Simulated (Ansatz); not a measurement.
# GaN₂H₉ (built from SMILES N.N.[GaH3]): search for a transition state

Aim: find the saddle point of a ligand exchange through a proton shuttle that is to form Ga1–N6, H5–N8, H2–H7 and break Ga1–H2, H5–N6, H7–N8, prove it by its vibrations, and relax downhill on both sides to see what it joins.

Computed with Ansatz 0.2.0, Gaussian basis. Level: PBE0-D4, def2-SVP first, then def2-TZVP.

190 further runs of the same task are left out: 190 set aside as unsound or not needed.

## (1) Where the work starts

The guess: 12 atoms, charge 0, spin multiplicity 1.

Atoms are counted from 1 here; the program's logs count them from 0.

Bond lengths: Ga1–H2 1.793 Å, Ga1–H3 1.559 Å, Ga1–H4 1.544 Å, Ga1–N6 1.875 Å, H5–N8 1.026 Å, N6–H9 1.019 Å, N6–H10 1.018 Å, N8–H11 1.012 Å, N8–H12 1.013 Å. Angles: H2–Ga1–H3 100.0°, H2–Ga1–H4 106.1°, H2–Ga1–N6 98.9°, H3–Ga1–H4 116.3°, H3–Ga1–N6 108.0°, H4–Ga1–N6 123.3°, Ga1–N6–H9 117.5°, Ga1–N6–H10 115.1°, H9–N6–H10 104.7°, H5–N8–H11 111.7°, H5–N8–H12 110.4°, H11–N8–H12 111.4°.

Geometry (Å):

```xyz
12
charge 0, multiplicity 1
Ga   -0.9802    0.4599   -0.9548
H     0.5449    1.3732   -0.7185
H    -0.4346   -0.7817   -1.7246
H    -1.9211    1.3952   -1.7454
H     0.7039   -0.8327    0.8240
N    -1.2902   -0.0512    0.8223
H     1.1082    0.5676   -0.2267
N     1.5919   -0.5244    0.4120
H    -1.5218    0.6827    1.4896
H    -2.0167   -0.7536    0.9486
H     2.2841   -0.3219    1.1221
H     1.9317   -1.2131   -0.2486
```

Distances that are to change: Ga1–N6 1.87 Å, H5–N8 1.03 Å, H2–H7 1.10 Å, Ga1–H2 1.79 Å, H5–N6 2.14 Å, H7–N8 1.35 Å.

## (2) Relaxing the guess with the reacting distances held

Input file hold/in.yaml:

```yaml
crystal:
  periodic: [false, false, false]
  atoms:
    - {symbol: Ga, position_ang: [-0.980200, 0.459900, -0.954800]}
    - {symbol: H, position_ang: [0.544900, 1.373200, -0.718500]}
    - {symbol: H, position_ang: [-0.434600, -0.781700, -1.724600]}
    - {symbol: H, position_ang: [-1.921100, 1.395200, -1.745400]}
    - {symbol: H, position_ang: [0.703900, -0.832700, 0.824000]}
    - {symbol: N, position_ang: [-1.290200, -0.051200, 0.822300]}
    - {symbol: H, position_ang: [1.108200, 0.567600, -0.226700]}
    - {symbol: N, position_ang: [1.591900, -0.524400, 0.412000]}
    - {symbol: H, position_ang: [-1.521800, 0.682700, 1.489600]}
    - {symbol: H, position_ang: [-2.016700, -0.753600, 0.948600]}
    - {symbol: H, position_ang: [2.284100, -0.321900, 1.122100]}
    - {symbol: H, position_ang: [1.931700, -1.213100, -0.248600]}
basis:
  gaussian: {orbitals: def2-SVP}
hamiltonian: {xc: pbe0, dispersion: d4}
relax: {f_tol: 0.04, max_steps: 150, escape_saddle: false, constraints: [{distance: [0, 5]}, {distance: [4, 7]}, {distance: [1, 6]}, {distance: [0, 1]}, {distance: [4, 5]}, {distance: [6, 7]}]}
```

On the command line:

```console
> ansatz run in.yaml --threads 4 --pin off --events-out ev --progress --plain --max-ram 9574MiB
```

Further steps of the session: Force constants to start from; Saddle search in the small basis; Saddle search in triple zeta; Vibrations at the point found; Relaxing after a step of 0.30 Å one way along the mode; Relaxing after a step of 0.30 Å the other way along the mode.

What does the calculation give? Wanted: imaginary mode; barrier from the start side; barrier from the end side; energy of the step; pairs that change; zero-point energy at the saddle.

The runs gave:

| quantity | value |
| --- | --- |
| imaginary mode | 758i cm⁻¹ |
| barrier from the start side | 28.3 kcal/mol |
| barrier from the end side | 20.4 kcal/mol |
| energy of the step | +7.9 kcal/mol |
| pairs that change | Ga1–N8 formed, H2–H7 formed, H5–N8 formed, Ga1–H2 broken, H5–N6 broken, H7–N8 broken |
| zero-point energy at the saddle | 2.488 eV |

In words: One imaginary mode, 758i cm⁻¹, makes this a first-order saddle. Going downhill both ways gives the intended start and end. At PBE0-D4/def2-TZVP the electronic barrier is 28.3 kcal/mol, about 48 kT at 298 K, and the step runs 7.9 kcal/mol uphill. A step off the saddle overshot and began above it in energy, so the link to its end is likely but not proven. The ends are the nearest minima, not always the lowest complexes.
